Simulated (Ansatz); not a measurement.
# Ba3Ti3BH3O9: the cost of one run

Method: DFT PBE, plane waves, PAW, scalar-relativistic, no spin polarisation, in Ansatz 0.2.0.

## 1. The system as given

The cell holds 19 atoms (BBa3H3O9Ti3): a = 5.657 Å, b = 5.657 Å, c = 16.703 Å, α = 90.00°, β = 90.00°, γ = 120.00°.

Coordinates:

```xyz
19
Lattice="5.6573 0.0000 0.0000 -2.8286 4.8994 0.0000 0.0000 0.0000 16.7026" Properties=species:S:1:pos:R:3 pbc="T T T"
Ba    0.0000    0.0000    1.0000
Ti    0.0000    3.2662    2.0648
O     0.0000    4.8706    1.0851
O    -1.3894    2.4641    1.0851
O     1.3894    2.4641    1.0851
Ba    2.8286    1.6331    3.3189
Ti    0.0000    0.0000    4.3837
O     0.0000    1.6044    3.4040
O     1.4392    4.0972    3.4040
O    -1.4392    4.0972    3.4040
Ba    0.0000    3.2662    5.6378
Ti    2.8286    1.6331    6.7026
O     2.8286    3.2375    5.7229
O     1.4392    0.8309    5.7229
O     4.2181    0.8309    5.7229
B     2.2789    1.3353    9.1226
H     2.8200    2.3952    9.3011
H     1.0905    1.2740    9.3011
H     2.9262    0.3368    9.3011
```

## 2. End point A

File input.yaml:

```yaml
crystal:
  lattice:
    - [5.657297, 0.0, 0.0]
    - [-2.828649, 4.899363, 0.0]
    - [0.0, 0.0, 16.702638]
  atoms:
    - { symbol: Ba, position: [0.0, 0.0, 0.0598708] }
    - { symbol: Ti, position: [0.3333333, 0.6666667, 0.1236235] }
    - { symbol: O, position: [0.4970667, 0.9941333, 0.064966] }
    - { symbol: O, position: [0.0058667, 0.5029333, 0.064966] }
    - { symbol: O, position: [0.4970667, 0.5029333, 0.064966] }
    - { symbol: Ba, position: [0.6666667, 0.3333333, 0.1987051] }
    - { symbol: Ti, position: [0.0, 0.0, 0.2624578] }
    - { symbol: O, position: [0.1637333, 0.3274667, 0.2038003] }
    - { symbol: O, position: [0.6725333, 0.8362667, 0.2038003] }
    - { symbol: O, position: [0.1637333, 0.8362667, 0.2038003] }
    - { symbol: Ba, position: [0.3333333, 0.6666667, 0.3375395] }
    - { symbol: Ti, position: [0.6666667, 0.3333333, 0.4012922] }
    - { symbol: O, position: [0.8304, 0.6608, 0.3426347] }
    - { symbol: O, position: [0.3392, 0.1696, 0.3426347] }
    - { symbol: O, position: [0.8304, 0.1696, 0.3426347] }
    - { symbol: B, position: [0.5391076, 0.2725556, 0.5461795] }
    - { symbol: H, position: [0.7429194, 0.4888808, 0.5568664] }
    - { symbol: H, position: [0.3227858, 0.2600394, 0.5568664] }
    - { symbol: H, position: [0.5516177, 0.0687467, 0.5568664] }
basis:
  ecutwfc: 420.0
kpoints:
  mp_grid: { grid: [3, 3, 1] }
hamiltonian:
  xc: pbe
  pseudopotentials: { kind: paw, azcp: { folder: soft_1 } }
scf:
  occupations: { method: gaussian, width: 0.02 }
  lower_state_search: "off"
relax:
  f_tol: 0.03
  max_steps: 60
  adjacent_minimum: "off"
  constraints: [{ sites: [0, 1, 2, 3, 4] }]
```

Command:

```
> ansatz run input.yaml --threads 2 --pin off --max-ram 5120MiB --backend cpu --events-out ev --progress --plain --runs-dir out
```

What time and memory should one allow on 2 threads of Intel Xeon Platinum 8488C (Sapphire Rapids), shared host?

About 3.9 min, with a peak of 0.92 GiB.
